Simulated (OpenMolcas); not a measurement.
# Ir²⁺ among point charges: CASSCF and CASPT2 levels and susceptibility

How does a field of 6 point charges split the states of Ir²⁺, and what χT follows?

Method: state-averaged CASSCF and CASPT2, spin-orbit coupling by RASSI with atomic mean-field integrals. Code: OpenMolcas 26.06.

**1. Starting point**

```
Species                           : Ir²⁺ (iridium, Z = 77, 75 electrons)
Basis                             : ANO-RCC-VDZP [7s6p4d2f], 59 functions
Scalar Hamiltonian                : DKH2, point nucleus
Inactive shells                   : 1s 2s 2p 3s 3p 3d 4s 4p 4d 4f 5s 5p
Active space                      : 7 electrons in 5 orbitals (5d)
Some configurations of this space : 5d⁷
Orbitals                          : optimised for each spin and parity, averaged over all roots
```

Outer shells as boxes (Hund's rule):

5d7
```
5d [↑↓][↑↓][↑ ][↑ ][↑ ]
```

The ion sits among 6 point charges of -1.7 e arranged as an octahedron (Oh), 1.75 Å from the ion.

Each step is its own input file, run in one work folder so that later steps find the files of earlier ones. Labels, J, g values, rates, χT and fits are worked out afterwards by a script from the matrices that RASSI stores. The input lists half of the charges; inversion (Group=XYZ) makes the rest.

**2. Basis and integrals**

Input file a.inp:

```
&GATEWAY
Coord
1

Ir 0.0 0.0 0.0
Basis=ANO-RCC-VDZP
Group=XYZ
NoMove
AngMom=0.0 0.0 0.0
AMFI
XField
3 Angstrom 0
1.750000 0.000000 0.000000 -1.700000
0.000000 1.750000 0.000000 -1.700000
0.000000 0.000000 1.750000 -1.700000
&SEWARD
```

The run is started by

```sh
$ OMP_NUM_THREADS=1 MOLCAS_MEM=1689 MOLCAS_PROJECT=a pymolcas a.inp > a.log
```

**3. Reference wave functions, quartets of even parity, 10 roots**

Input file a.inp:

```
&RASSCF
FileOrb=start.orb
Symmetry=1
Spin=4
nActEl=7 0 0
Inactive=15 19
Ras2=5 0
CIRoot=10 10 1
SDav=10
CIMx=300
Iter=120 100
PrWF=0.3
OrbListing=Nothing
MaxOrb=0
>>> COPY $Project.JobIph JOB001
```

start.orb holds the contracted functions of the basis, ordered by shell, or the orbitals of the step before.

**4. Reference wave functions, doublets of even parity, 40 roots**

Input file a.inp:

```
&RASSCF
FileOrb=start.orb
Symmetry=1
Spin=2
nActEl=7 0 0
Inactive=15 19
Ras2=5 0
CIRoot=40 40 1
SDav=40
CIMx=300
Iter=120 100
PrWF=0.3
OrbListing=Nothing
MaxOrb=0
>>> COPY $Project.JobIph JOB002
```

**5. State interaction with spin-orbit coupling**

Input file a.inp:

```
&RASSI
NrOfJobIphs=2 10 40
1 2 3 4 5 6 7 8 9 10
1 2 3 4 5 6 7 8 9 10 11 12 13 14 15 16 17 18 19 20 21 22 23 24 25 26 27
28 29 30 31 32 33 34 35 36 37 38 39 40
IphNames
JOB001
JOB002
EJob
SpinOrbit
DIPRint=1.0
SOCoupling=1000.0
Subsets=2
Property=9
'ANGMOM' 1 'ANGMOM' 2 'ANGMOM' 3 'MLTPL  1' 1 'MLTPL  1' 2 'MLTPL  1' 3
'AMFI' 1 'AMFI' 2 'AMFI' 3
SOProperty=3
'ANGMOM' 1 'ANGMOM' 2 'ANGMOM' 3
```

**6. CASPT2: IPEA 0.25, imaginary shift 0.1 (closed shells correlated: 5s 5p)**

Input file a.inp:

```
>>> COPY JOB001 $Project.JobIph
&CASPT2
Multistate=10 1 2 3 4 5 6 7 8 9 10
NoMult
Frozen=14 16
IPEA=0.25
Imaginary=0.1
MaxIter=60
WThr=0.0 0.3 0.05
PrWF=0.5
NoMix
>>> COPY JOB002 $Project.JobIph
&CASPT2
Multistate=40 1 2 3 4 5 6 7 8 9 10 11 12 13 14 15 16 17 18 19 20 21 22
23 24 25 26 27 28 29 30 31 32 33 34 35 36 37 38 39 40
NoMult
Frozen=14 16
IPEA=0.25
Imaginary=0.1
MaxIter=60
WThr=0.0 0.3 0.05
PrWF=0.5
NoMix
```

(Steps that only read results are left out.)

Q: Predict the outcome of this session. Wanted: spin-free ground state; first state of the same spin within the active space; lowest level; next level.

**Answer**, as computed:

| quantity | value |
| --- | --- |
| method | SS-CASPT2, IPEA 0.25, imaginary shift 0.1 (closed shells correlated: 5s 5p) |
| spin-free ground state | 2E, 2-fold in its orbital part |
| first state of the same spin within the active space | 2T1 at 20200 cm⁻¹ |
| lowest level | 4-fold Γ8 |
| next level | 6379.1 cm⁻¹ |
| χT at 300 K | 0.76 cm³ K/mol |
| effective moment at 300 K | 2.47 μB |

Cost by method:

| method | time of its own steps | time with the reference |
| --- | --- | --- |
| A. CASSCF | 8.4 s | 8.4 s |
| B. SS-CASPT2, IPEA 0.25, imaginary shift 0.1, +5s 5p | 3.3 s | 12 s |

Times are of one thread on a shared host.

What this shows: The spin-free ground state (2E) comes to 42 % from free-ion G terms and has less than the highest spin computed. χT at 300 K is 0.76, against 0.38 cm³ K/mol for the spin alone, so orbital moment adds to it. A ligand-field fit to the states below 45000 cm-1 gives 10Dq = 24556 cm-1, B = 709 cm-1 and C = 3232 cm-1 (C/B = 4.56), with a deviation of 871 cm-1. CASPT2 does not keep the components of a term degenerate, and the means are used. An orbital doublet at a regular site is open to a Jahn-Teller distortion, which this geometry leaves out. The field of point charges can differ much from that of real complexes. With metal d orbitals alone active, the gaps between spin states are rough; where two lie within a few thousand cm-1, their order is open. Point charges carry no covalency, so the field is a model and not that of real ligands.
